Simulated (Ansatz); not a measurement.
CsK₃, space group Pm-3m, the orbital character of the bands

Computed with Ansatz's Python interface.

The cells in order, each with its output:

```python
from pathlib import Path
import warnings

import ansatz as az
import pandas as pd
```

```python
warnings.simplefilter('ignore', az.DeckWarning)
```

```python
cell = (
    az.Lattice.of((7.034294, 0.0, 0.0), (0.0, 7.034294, 0.0), (0.0, 0.0, 7.034294))
    .atom('K', (0.0, 0.5, 0.5))
    .atom('K', (0.5, 0.0, 0.5))
    .atom('K', (0.5, 0.5, 0.0))
    .atom('Cs', (0.0, 0.0, 0.0))
)
```

```python
points = {'G': (0.0, 0.0, 0.0), 'X': (0.0, 0.5, 0.0), 'M': (0.5, 0.5, 0.0), 'R': (0.5, 0.5, 0.5)}
calc = cell.calculation()
calc = calc.functional('pbesol', dispersion='d4')
calc = calc.kpoints(4, 4, 4)
calc = calc.occupations('fermi_dirac')
calc = calc.band_structure(list(points.values()), intervals=1)
calc = calc.fat_bands()
out = calc.run(threads=1, backend='cpu')
summary = out.report
```

    RunWarning: dispersion: an atom stands within reach of a switch of its C6 between two reference coordination numbers of its element: through that C6 alone, e_disp changes by 0.025 eV or more while the distances to its neighbours run over a stretch of 0.05 Å that contains this geometry (sites counted from 0 in the [...]

```python
out.unlabelled_reasons
```

    ['no_forces']

```python
summary['n_kpoints'], summary['n_symmetry_ops'], summary['n_pw']
```

    (10, 48, 6859)

```python
summary['kpoints_frac'][:4]
```

    [[0.0, 0.0, 0.0], [0.0, 0.0, 0.25], [0.0, 0.0, -0.5], [0.0, 0.25, 0.25]]

```python
file = Path(out.write_results('results')) / 'fatbands.tsv'
names = file.read_text().splitlines()[0].lstrip('# ').split('\t')
table = pd.read_csv(file, sep='\t', comment='#', names=names)
near = table[table.e_minus_ef.abs() < 3]
for ik, label in enumerate(points):
    print(label)
    for _, row in near[near.ik == ik].iterrows():
        main = row[names[4:]].astype(float).nlargest(2)
        print(f'   band {int(row.band):3d} {row.e_minus_ef:7.3f} eV  ' + ', '.join(f'{k} {v:.2f}' for k, v in main.items()))
```

    G
       band  16  -1.955 eV  cs3_l0_6S 0.28, k0_l0_4S 0.23
       band  17   0.519 eV  k2_l0_4S 0.51, k1_l0_4S 0.22
       band  18   0.519 eV  k0_l0_4S 0.47, k1_l0_4S 0.30
       band  19   1.089 eV  cs3_l0_6S 0.60, k0_l0_4S 0.08
       band  20   1.333 eV  cs3_l1_5P 0.00, k0_l1_3P 0.00
       band  21   1.333 eV  cs3_l1_5P 0.00, k0_l1_3P 0.00
       band  22   1.333 eV  cs3_l1_5P 0.00, k0_l1_3P 0.00
       band  23   1.852 eV  k0_l0_3S 0.00, k0_l0_4S 0.00
       band  24   1.852 eV  k0_l0_3S 0.00, k0_l0_4S 0.00
       band  25   1.852 eV  k0_l0_3S 0.00, k0_l0_4S 0.00
    X
       band  16  -1.090 eV  cs3_l0_6S 0.50, k1_l0_4S 0.48
       band  17  -1.063 eV  k0_l0_4S 0.49, k2_l0_4S 0.49
       band  18   0.932 eV  k0_l1_3P 0.00, k2_l1_3P 0.00
       band  19   1.253 eV  k0_l1_3P 0.00, k2_l1_3P 0.00
       band  20   1.253 eV  k2_l1_3P 0.00, k0_l1_3P 0.00
       band  21   1.511 eV  k0_l0_4S 0.00, k2_l0_4S 0.00
       band  22   1.820 eV  cs3_l1_5P 0.00, k1_l1_3P 0.00
       band  23   1.820 eV  cs3_l1_5P 0.00, k1_l1_3P 0.00
       band  24   2.222 eV  k0_l0_3S 0.00, k0_l0_4S 0.00
       band  25   2.381 eV  k0_l0_4S 0.44, k2_l0_4S 0.44
    M
       band  16  -0.459 eV  k2_l0_4S 0.94, k0_l1_3P 0.00
       band  17  -0.239 eV  k1_l0_4S 0.73, k0_l0_4S 0.20
       band  18  -0.239 eV  k0_l0_4S 0.73, k1_l0_4S 0.20
       band  19  -0.222 eV  cs3_l0_6S 0.92, k0_l1_3P 0.01
       band  20   1.573 eV  k1_l1_3P 0.00, k0_l0_3S 0.00
       band  21   1.573 eV  k0_l1_3P 0.00, k0_l0_3S 0.00
       band  22   1.972 eV  k2_l1_3P 0.00, k0_l0_3S 0.00
       band  23   2.069 eV  cs3_l0_6S 0.04, k0_l1_3P 0.00
       band  24   2.160 eV  k2_l0_4S 0.00, k0_l1_3P 0.00
       band  25   2.432 eV  k1_l0_4S 0.02, cs3_l1_5P 0.00
    R
       band  16   0.055 eV  k0_l0_4S 0.42, k1_l0_4S 0.40
       band  17   0.055 eV  k2_l0_4S 0.47, k0_l0_4S 0.36
       band  18   0.055 eV  k1_l0_4S 0.43, k2_l0_4S 0.36
       band  19   0.462 eV  k0_l1_3P 0.00, k1_l1_3P 0.00
       band  20   0.636 eV  cs3_l0_6S 0.92, cs3_l0_5S 0.00
       band  21   0.666 eV  cs3_l1_5P 0.00, k1_l1_3P 0.00
       band  22   0.666 eV  cs3_l1_5P 0.00, k1_l1_3P 0.00
       band  23   0.666 eV  cs3_l1_5P 0.00, k0_l1_3P 0.00
       band  24   2.965 eV  k0_l0_3S 0.00, k0_l0_4S 0.00
       band  25   2.965 eV  k0_l0_3S 0.00, k0_l0_4S 0.00

Reading the output:
- The computed bands are complete only to about 1.9 eV above the Fermi level.
- Dispersion corrections can be off by several per cent in the lattices of metals, and by several GPa in the pressure at a fixed cell.
- For a metal this k-point mesh is coarse: on a finer one energies can move by several to tens of meV an atom and pressures by half a GPa or more, differences at one mesh by less.
- The structure comes from a database of computed cells and needn't be a stable or known phase.
- Gaps and levels are Kohn-Sham values on a finite set of k-points, without spin-orbit coupling.
- Warnings are shown shortened and without file and line.
- Energies are less the Fermi level and bands count from 0. Only the largest channels are printed, equivalent atoms hold more, and in degenerate sets the split between sites is arbitrary; shells that the potentials lack have no channel.
- The script silences the warnings on its input, which a real study should read.
- Timing: 10 s on 1 thread of Arm Neoverse V1 (shared host), peak memory 0.55 GiB.

(Lines on the test bed's own set-up are left out of the output.)
